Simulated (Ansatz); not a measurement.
# Al3C2: the cost of one run

Method: DFT PBE, scalar-relativistic, plane waves, PAW, in Ansatz 0.2.0.

## 1. The structure to begin with

The structure is tetragonal, space group P-4m2 (No. 115). The conventional cell has a = 3.196 Å, b = 3.196 Å, c = 6.533 Å, α = 90.00°, β = 90.00°, γ = 90.00°. Around Al (site symmetry 2mm) lie 5 C at 2.36 to 2.43 Å. Al (site symmetry -4m2) has 4 C at 2.34 Å as nearest neighbours. C (site symmetry 2mm) is surrounded by 7 Al at 2.34 to 2.43 Å.

As a file:

```
CELL_PARAMETERS angstrom
3.19631 0.00000 0.00000
0.00000 3.19631 0.00000
0.00000 0.00000 6.53344
ATOMIC_POSITIONS crystal
Al 0.00000 0.50000 0.36525
Al 0.50000 0.00000 0.63475
Al 0.50000 0.50000 0.00000
C 0.50000 0.00000 0.26216
C 0.00000 0.50000 0.73784
```

Recipe of the guess: species swapped into a database cell of Er2Se3 (P-4m2, No. 115), with C on the Er sites and Al on the Se sites. The dimensions are guesses.

## 2. The guess as it stands, on a coarse mesh

The input, input.yaml:

```yaml
crystal:
  lattice:
    - [3.19630847, 0.0, 0.0]
    - [0.0, 3.19630847, 0.0]
    - [0.0, 0.0, 6.53344435]
  atoms:
    - { symbol: Al, position: [0.0, 0.5, 0.36525381] }
    - { symbol: Al, position: [0.5, 0.0, 0.63474619] }
    - { symbol: Al, position: [0.5, 0.5, 0.0] }
    - { symbol: C, position: [0.5, 0.0, 0.26215757] }
    - { symbol: C, position: [0.0, 0.5, 0.73784243] }
basis:
  ecutwfc: 420
kpoints:
  mp_grid: { grid: [6, 6, 4] }
hamiltonian:
  xc: pbe
scf:
  occupations: { method: gaussian, width: 0.1 }
  lower_state_search: "off"
output:
  forces: true
  stress: true
  eigenvalues: true
```

Run with:

```
ansatz run input.yaml --threads 1 --pin off --max-ram 2560MiB --backend cpu --events-out ev --progress --plain --runs-dir out
```

Q: Estimate wall time and peak memory on 1 thread of Intel Xeon at 2.70GHz, shared host.

About 3.3 s, with a peak of 0.35 GiB.
